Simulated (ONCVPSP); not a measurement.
# Pseudopotential generation for Cu: ONCV, PBE

Task: generate the file, and judge it by its errors in other configurations, its logarithmic derivatives, its ghosts and its cutoff.

Method: ONCVPSP 4.0.1.1 (patched build), PBE, scalar-relativistic.

## Step 1: Starting point

The settings as typed:

| Property | Result |
| --- | --- |
| element | copper (Cu, Z = 29) |
| type | optimised norm-conserving Vanderbilt (ONCV) |
| frozen core | [Ne] |
| valence charge | 19 |
| reference configuration | 3s2 3p6 3d10 4s0.5 (charge +0.5) |
| partial waves | 3s+4s: rc 1.20 bohr, ncon 4, nbas 7, qcut 12.3 1/bohr, 2 projectors; 3p: rc 0.75 bohr, ncon 4, nbas 9, qcut 9.6 1/bohr, 2 projectors, debl 2.7 Ha; 3d: rc 0.80 bohr, ncon 4, nbas 9, qcut 13.7 1/bohr, 3 projectors, debl 0.4 Ha |
| local potential | polynomial inside 0.70 bohr (lpopt 5, dvloc0 0 Ha) |
| core correction | Teter function, fcfact 3.5, rcfact 1.05 |

The nodes and maxima of the atom's own shells, from an earlier all-electron run, set the scale for the radii.

All-electron outer shells of the reference configuration (PBE, scalar-relativistic, ld1.x):

| shell | level (eV) | outermost node (bohr) | outermost maximum (bohr) |
| --- | --- | --- | --- |
| 2p | -920.96 | – | 0.16 |
| 3s | -118.78 | 0.29 | 0.61 |
| 3p | -76.24 | 0.26 | 0.62 |
| 3d | -9.13 | – | 0.60 |
| 4s | -8.10 | 0.89 | 2.19 |
| 4p | -3.42 | 0.97 | 3.10 |

## Step 2: Generation

Cu.dat reads:

```
# ATOM AND REFERENCE CONFIGURATION
# atsym  z   nc   nv     iexc    psfile
  Cu 29.00    3    4        4      upf
#
#   n    l    f
    1    0    2.00
    2    0    2.00
    2    1    6.00
    3    0    2.00
    3    1    6.00
    3    2   10.00
    4    0    0.50
#
# PSEUDOPOTENTIAL AND OPTIMIZATION
# lmax
    2
#
#   l,   rc,      ep,       ncon, nbas, qcut
    0    1.20    0.00    4    7   12.30
    1    0.75    0.00    4    9    9.60
    2    0.80    0.00    4    9   13.70
#
# LOCAL POTENTIAL
# lloc, lpopt,  rc(5),   dvloc0
    4    5    0.70    0.00
#
# VANDERBILT-KLEINMAN-BYLANDER PROJECTORs
# l, nproj, debl
    0    2    1.50
    1    2    2.70
    2    3    0.40
#
# MODEL CORE CHARGE
# icmod, fcfact, rcfact
    3    3.50    1.05
#
# LOG DERIVATIVE ANALYSIS
# epsh1, epsh2, depsh
   -6.00    5.00    0.04
#
# OUTPUT GRID
# rlmax, drl
    6.00    0.01
#
# TEST CONFIGURATIONS
# ncnf
    4
# nvcnf
#   n    l    f
    4
    3    0    2.00
    3    1    6.00
    3    2   10.00
    4    0    1.00
#
    4
    3    0    2.00
    3    1    6.00
    3    2   10.00
    4    0    0.00
#
    4
    3    0    2.00
    3    1    6.00
    3    2    9.00
    4    0    0.00
#
    4
    3    0    2.00
    3    1    5.00
    3    2   10.00
    4    0    1.00
#
```

Launch:

```console
$ oncvpsp.x < Cu.dat > Cu.out
```

**Question.** What will these runs give? Wanted: cutoffs for 1 and 0.1 mHa per electron, occupied waves; bound ghosts; GHOST(+) flags; largest test error; largest phase difference near zero energy, channels read; rms error of d²Exc/dn², without and with the model core; projector energies reset by the program.

The runs gave:

| quantity | value |
| --- | --- |
| cutoffs for 1 and 0.1 mHa per electron, occupied waves | 220 Ha and 475 Ha |
| bound ghosts | d at -95.49 eV |
| GHOST(+) flags | d at 3267 eV |
| largest test error (AE − PS) | +6.7 meV, for 3s2 3p5 3d10 4s1 (1 test unsolved) |
| largest phase difference near zero energy, channels read | 0.000 rad |
| rms error of d²Exc/dn², without and with the model core | 1.81 and 1.38 mHa |
| projector energies reset by the program | p: -2.802, 0.250 Ha |

**Reading.** A bound ghost (d) makes it unfit for use: electrons can fall into a state that the atom doesn't have. By total energies transferability is good where solved: the largest error is 6.7 meV on 76.4 eV, for 3s2 3p5 3d10 4s1. Atomic tests can pass in spite of a ghost, since they solve only for the levels asked. Of the tests 1 gave no usable energy difference, which is a warning in itself. It counts as very hard, with 220 Ha needed at the looser tolerance. At the looser tolerance the 3d wave is the slowest; 3p needs 48 Ha. Near zero energy the phases of the channels with partial waves agree within 0.001 rad. The pseudo curves have a pole with no partner nearby in the atom's: d at -4.05 Ha. The program also flags highly localised states, GHOST(+) (d). All of this concerns the isolated atom, not yet a solid.
